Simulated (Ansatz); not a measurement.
# BH2 (boron dihydride): RPA@PBE/def2-TZVPPD

Aim: the electronic atomisation energy of BH2 (boron dihydride) at RPA@PBE/def2-TZVPPD, from 3 runs. 

The calculation is run with Ansatz 0.2.0.

30 further runs of the same task are left out: 30 set aside as unsound or not needed.

### Step 1. The molecule

The species is BH2 (3 atoms), meant as a doublet with charge 0. SMILES: `[BH2]`. The shape is that of a PBE0-D4/def2-TZVP optimisation.

Bond lengths: B1–H2 1.191 Å, B1–H3 1.191 Å. Angles: H2–B1–H3 129.4°.

### Step 2. A single-point energy at RPA@PBE/def2-TZVPPD

File job.yaml:

```yaml
crystal:
  periodic: [false, false, false]
  atoms:
    - symbol: B
      position_ang: [0.265070, -0.167660, 0.129730]
    - symbol: H
      position_ang: [0.292070, 1.014920, 0.270850]
    - symbol: H
      position_ang: [-0.557150, -0.847260, -0.400590]
basis:
  gaussian: {orbitals: def2-TZVPPD.json}
magnetization: {spin_polarized: true, initial_magnetization: 1}
correlation: {method: rpa, frozen_orbitals: {B: 1, H: 0}}
accuracy: high
hamiltonian: {xc: {name: PBE}}
```

The basis set def2-TZVPPD is read from a file made from the Basis Set Exchange's data (not shown).

Run with:

```sh
ansatz run job.yaml --threads 1 --pin off --max-ram 3480MiB --events-out events.jsonl --progress --plain --runs-dir runs
```

Log:

```text
Warning: RAYON_NUM_THREADS=1 ignored (pool sized by the plan → 1); use --threads N
Functional definition: PBE
  name "PBE"
  parameter kappa = 0.804
  parameter beta = 0.06672455060314922
  exchange = pbe_x(kappa = kappa, mu = beta*pi^2/3)
  correlation = pbe_c(beta = beta)
1016 factors; integrals over basis functions are off by at most 2.8e-9 eV
mean field evaluation 1: about -703.3765 eV, gradient 1.1e1 eV
mean field evaluation 2: about -703.3753 eV, gradient 1.1e1 eV
mean field evaluation 4: about -704.3074 eV, gradient 1.2e0 eV
mean field evaluation 8: about -704.3169 eV, gradient 3.5e-3 eV
mean field evaluation 16: about -704.3169 eV, gradient 7.2e-8 eV
mean field evaluation 32: about -704.1560 eV, gradient 3.9e0 eV
mean field -704.31689569 eV, -25.8831685134 hartree, gradient 8.0e-9 eV, S^2 0.751784; 6 other end points of the search recorded, 0 dependent functions left out
1 core orbitals not correlated: weight in the atoms' cores, before any rotation towards them, 1.000 or more for the frozen orbitals, at most 0.000 for the correlated occupied ones
reference -700.81666361 eV, -25.7545373571 hartree; 3, 2 occupied and 67, 68 virtual orbitals, 1016 factors
Total energy: -706.05342126 eV, -25.9469846513 hartree
```

Run time: 5.1 s. Hardware: 1 thread of Arm Neoverse V1, shared host; peak memory 0.15 GiB.

### Step 3. The B atom

File in.yaml:

```yaml
crystal:
  periodic: [false, false, false]
  atoms:
    - symbol: B
      position_ang: [0.000000, 0.000000, 0.000000]
basis:
  gaussian:
    orbitals: def2-TZVPPD.json
magnetization:
  spin_polarized: true
  initial_magnetization: 1
hamiltonian:
  xc: {name: PBE}
correlation:
  method: rpa
  frozen_orbitals: {B: 1}
accuracy: high
```

The basis set def2-TZVPPD is read from a file made from the Basis Set Exchange's data (not shown).

Run the same way, it converges to -24.65491 Eh (log not shown).

### Step 4. The H atom, same level

File input.yaml:

```yaml
crystal:
  periodic: [false, false, false]
  atoms:
    - {symbol: H, position_ang: [0.000000, 0.000000, 0.000000]}
basis:
  gaussian: {orbitals: def2-TZVPPD.json}
magnetization: {spin_polarized: true, initial_magnetization: 1}
hamiltonian: {xc: pbe}
correlation: {method: rpa, frozen_orbitals: {H: 0}}
accuracy: high
```

The basis set def2-TZVPPD is read from a file made from the Basis Set Exchange's data (not shown).

Run the same way, it converges to -0.51817 Eh (log not shown).

### Step 5. Results

Level: RPA@PBE/def2-TZVPPD, 1 core orbital frozen.

| quantity | value |
| --- | --- |
| molecule: total energy | -25.94698 Eh |
| molecule: RPA correlation energy (valence) | -192.4 mEh |
| molecule: ⟨S²⟩ of the reference determinant | 0.752 |
| B atom: total energy | -24.65491 Eh |
| B atom: RPA correlation energy (valence) | -125.8 mEh |
| B atom: ⟨S²⟩ of the reference determinant | 0.753 |
| H atom: total energy | -0.51817 Eh |
| H atom: RPA correlation energy | -18.8 mEh |
| H atom: ⟨S²⟩ of the reference determinant | 0.750 |
| electronic atomisation energy | 6.959 eV |

What this shows: Taking the molecule apart into free atoms costs 6.96 eV (160 kcal/mol), before zero-point energy and without spin-orbit coupling.
